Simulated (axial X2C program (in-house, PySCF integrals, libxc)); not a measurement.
# Linear FAsF⁺ at several levels

One table from this session's results is given with a row withheld; the runs are named, their logs left out.

Computed with an in-house X2C program for linear molecules on PySCF integrals. Level: all-electron X2C, two-component (2c) or spin-free, F dyall-av3z, As dyall-v3z.

All values are calculated.

2 further runs of the same task are left out: 2 set aside as unsound or not needed.

Set-up of the first run:

Input file task.json:

```json
{"zs": [9, 33, 9], "q": 1, "bas": ["dyall-av3z", "dyall-v3z", "dyall-av3z"], "r0": [1.85, 1.85], "symm": 1, "scan": ["PBE0", "HF", "BHandHLYP"], "levels": ["PBE0", "HF", "LDA"], "nst": 2}
```

Keys: zs atomic numbers; q charge; bas basis sets; r0 starting distance in Å; symm equal bonds; scan levels of the two-bond scan (MP2 follows by itself at each HF point); levels methods; nst determinants followed.

Run with:

```bash
$ python solin.py task.json out
```

Masses F 18.998, As 74.922, F 18.998 u.

Steps of the session up to this table: Scan at PBE0, 2c; Scan at HF, 2c; Scan at BHandHLYP, 2c.

One of the session's tables, all rows but one given; the rest of the session is left out.

```
               level  r(F–As) (Å)  r(As–F) (Å)  lower stretch (cm⁻¹)  upper stretch (cm⁻¹)
            PBE0, 2c            ?            ?                     ?                     ?
              HF, 2c        1.696        1.696                 715.5                 738.2
       BHandHLYP, 2c        1.713        1.713                 695.9                 732.6
             MP2, 2c        1.730        1.730                 675.9                 730.2
     PBE0, spin-free        1.728        1.728                 675.7                 716.8
       HF, spin-free        1.696        1.696                 715.6                 738.2
BHandHLYP, spin-free        1.713        1.713                 696.0                 732.6
      MP2, spin-free        1.730        1.730                 676.0                 730.3
```

**Question.** Estimate the row for PBE0, 2c.

The run gave: r(F–As) (Å): 1.728; r(As–F) (Å): 1.728; lower stretch (cm⁻¹): 675.5; upper stretch (cm⁻¹): 716.6.

Scans not shown above were run alike.

MP2 freezes inner shells (threshold -2 hartree). The molecule was held linear; bending was not examined, so a bent shape may lie lower.
